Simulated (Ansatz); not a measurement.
# Ir (bcc type): how the settings move a single-point run

How sensitive is a single-point run of Ir (bcc type) to its settings? A reference run comes first, then one run with altered input.

Method: reference: DFT, LDA, all-electron LAPW, scalar-relativistic, in Ansatz 0.2.0.

1 further run of the same task is left out (it didn't finish). Runs told in other sessions of the task aren't counted.

## 1. The structure to begin with

Symmetry: Im-3m, No. 229, cubic system. The conventional cell has a = 2.691 Å, b = 2.691 Å, c = 2.691 Å, α = 90.00°, β = 90.00°, γ = 90.00°. Ir (site symmetry m-3m) is surrounded by 8 Ir at 2.33 Å.

Structure file:

```cif
data_structure
_symmetry_space_group_name_H-M 'P 1'
_symmetry_Int_Tables_number 1
_cell_length_a 2.3309
_cell_length_b 2.3309
_cell_length_c 2.3309
_cell_angle_alpha 109.471
_cell_angle_beta 109.471
_cell_angle_gamma 109.471
_cell_volume 9.75
loop_
_atom_site_label
_atom_site_type_symbol
_atom_site_fract_x
_atom_site_fract_y
_atom_site_fract_z
_atom_site_occupancy
Ir1 Ir 0.00000 0.00000 0.00000 1
```

## 2. Reference

input.yaml reads:

```yaml
crystal:
  lattice:
    - [-1.3457229575, 1.3457229575, 1.3457229575]
    - [1.3457229575, -1.3457229575, 1.3457229575]
    - [1.3457229575, 1.3457229575, -1.3457229575]
  atoms:
    - { symbol: Ir, position: [0.0, 0.0, 0.0] }
kpoints:
  mp_grid: { grid: [20, 20, 20] }
scf:
  occupations: { method: fermi_dirac, width: 0.08 }
hamiltonian:
  xc: lda
  pseudopotentials: { kind: all_electron, lapw: { basis_error: 0.001 } }
output:
  forces: true
  stress: true
  eigenvalues: true
  populations: true
```

Started as:

```sh
$ ansatz run input.yaml --threads 1 --pin off --max-ram 2048MiB --backend cpu --events-out ev --progress --plain --runs-dir out
```

From the output:

```text
[...]
Basis set: ecut = 414.698906078741 eV, 177 PW (Γ), exchange–correlation at level 2
[...]
k-points: 256 of 8000
[...]
SCF iter   1: F=—  HF=-484750.130176 eV  |F-HF|=—  |Δ(HF+E_count)|=         —  Δρ=1.24e-2  dr2=4.54e-3  ethr=9.58e-6  ⟨swp⟩=3.8  Hψ=50013  notcnv=0
preconditioner: auto → Kerker (q_TF=auto, 3.546 Å⁻¹)  [metal: Δε(μ)=0.012 eV  Ē_g=55.137 eV  σ=0.080 eV  W_gap=0.04  n_scr=12 (ndim 8)  ℏωp=64.0 eV  f_vac=0.000  D(μ)=1.39/eV (n_scr^D=18)]
SCF iter   2: F=—  HF=-484750.115601 eV  |F-HF|=—  |Δ(HF+E_count)|=   1.46e-2  Δρ=5.75e-3  dr2=9.36e-4  ethr=9.58e-6  ⟨swp⟩=2.1  Hψ=21240  notcnv=0
[...]
SCF iter   6: F=—  HF=-484750.114675 eV  |F-HF|=—  |Δ(HF+E_count)|=   1.00e-6  Δρ=1.27e-4  dr2=6.95e-7  ethr=1.48e-9  ⟨swp⟩=2.0  Hψ=36296  notcnv=0
SCF iter   7: F=-484750.114675 eV  HF=-484750.114675 eV  |F-HF|=1.16e-9  |Δ(HF+E_count)|=   2.19e-8  Δρ=1.65e-5  dr2=7.64e-9  ethr=1.48e-9  ⟨swp⟩=2.0  Hψ=21220  notcnv=0
[...]
SCF converged after 7 iterations
Free energy (F): -484750.114675 eV
[...]
E sigma→0 (E₀):  -484750.100498 eV
[...]
Fermi energy:    48.440504 eV
[...]
  P = ⅓ Tr σ = 348.1523 GPa (3481.523 kbar)
[...]
```

It took 45 s on 1 thread of Arm Neoverse V1, shared host; peak memory 0.53 GiB.

## 3. Variant: occupations.method tetrahedron, width left out

Edit input.yaml of step 2 so:

```diff
@@ -10,3 +10,3 @@
 scf:
-  occupations: { method: fermi_dirac, width: 0.08 }
+  occupations: { method: tetrahedron }
 hamiltonian:
```

Started as:

```sh
$ ansatz run input.yaml --threads 1 --pin off --max-ram 2048MiB --backend cpu --events-out ev --progress --plain --runs-dir out
```

The log of the run (excerpt; [...] marks lines left out):

```text
Warning: output.forces, output.stress, relax.cell or npt_langevin: where a Kohn–Sham band that disperses or a degenerate level is filled in part under the method tetrahedron, the forces or the stress that this run publishes need not agree with its energy (scf.occupations.method in the [...]
Ir: projections on atomic orbitals take those of the free atom 1s2 2s2 2p6 3s2 3p6 3d10 4s2 4p6 4d10 4f14 5s2 5p6 5d7 6s2, of charge +0.00 (hamiltonian.pseudopotentials.projection_atoms)
LAPW: plane waves up to 10.433 Å⁻¹, error target 1.0e-3 eV per atom; small_component_spin mean_spin; Ir in spheres of 1.165 Å, 47 of its electrons in bands, Dirac shells []
[...]
Pseudopotentials: kind: all_electron
Pseudopotential: Ir, LAPW, valence charge 47, Koelling and Harmon's equation, gaussian nucleus
Functional definition: SPW92
[...]
davidson cushion auto → on  (no smearing: the cushion is to keep the highest requested band from converging to the state above it; pin scf.eigensolver.cushion to override)
Crystal: 1 atoms, lattice volume = 9.748 Å³
Basis set: ecut = 414.698906078741 eV, 177 PW (Γ), exchange–correlation at level 2
Bands: 29, of which v1, the nominal top of the filled ones, is band 24 counted from 1 (23 counted from 0)
Symmetry: 48 space group operations
Space group: Im-3m (ITA 229), of the structure as read, at distance tolerance 2.1e-5 Å
k-points: 256 of 8000
[...]
SCF iter   1: F=—  HF=-484750.114030 eV  |F-HF|=—  |Δ(HF+E_count)|=         —  Δρ=1.27e-2  dr2=4.65e-3  ethr=9.81e-6  ⟨swp⟩=3.8  Hψ=49966  notcnv=0
[...]
the basis was enlarged: its passes take 126.0 KiB over the memory plan, 1 of 1 planned eigensolver slots
[...]
SCF iter   7: F=-484750.098556 eV  HF=-484750.098556 eV  |F-HF|=1.05e-9  |Δ(HF+E_count)|=   2.51e-7  Δρ=1.67e-5  dr2=8.25e-9  ethr=1.51e-9  ⟨swp⟩=2.0  Hψ=22528  notcnv=0
[...]
SCF converged after 7 iterations
Stability not checked: this state was not tested for a lower state beside it, because cold or Methfessel-Paxton smearing, or corrected tetrahedra, fill the levels in a way that the test cannot read (fill_not_monotonic; see scf.lower_state_search)
Free energy (F): -484750.098556 eV
[...]
E sigma→0 (E₀):  -484750.098556 eV
Entropy (-TS):   -0.000011 eV (-0.011 meV/atom)
Fermi energy:    48.451831 eV
[...]
--- Forces (eV/Å), atoms counted from 1 ---
  atom   1  Ir    -0.00000000     0.00000000     0.00000000
[...]
--- Stress (GPa, compression-positive) ---
      347.729810      -0.000000      -0.000000
       -0.000000     347.729810      -0.000000
       -0.000000      -0.000000     347.729810
  P = ⅓ Tr σ = 347.7298 GPa (3477.298 kbar)
--- Band table (eV; the first three rows and the last of 256) ---
[...]
--- Löwdin populations: 1 site ---
  site symbol       q [e]
     0     Ir     76.8389
  spilling = 0.002093 (of n_electrons = 77.000000)
```

It took 41 s on 1 thread of Arm Neoverse V1, shared host; peak memory 0.54 GiB.

Changing the smearing moves the energy by +1.9 meV/atom (σ→0 values), and the pressure goes from 348.2 to 347.7 GPa.

## 4. All runs together

```
                                              run     ending        energy change  pressure (GPa)  gap (eV)  force (eV/Å)  cycles  time
                                        reference  converged                    0           348.2      0.00          0.00       7  45 s
1: occupations.method tetrahedron, width left out  converged  +1.9 meV/atom (σ→0)           347.7      0.00          0.00       7  41 s
```

Residual by cycle in the longest SCF loop of each run; runs are numbered as in the table. The quantity is the density residual dr2, in eV.

```
cycle  reference    run 1
    1    0.00454  0.00465
    2     9.4e-4   9.7e-4
    3     4.8e-4   5.0e-4
    4     1.0e-4   1.1e-4
    5     2.1e-5   2.0e-5
    6     7.0e-7   7.1e-7
    7     7.6e-9   8.2e-9
```

Changing the smearing moves the energy by +1.9 meV/atom (σ→0 values), and the pressure goes from 348.2 to 347.7 GPa. The structure is not at rest: the sound run finds 348 GPa, so these are no properties of the relaxed crystal. 
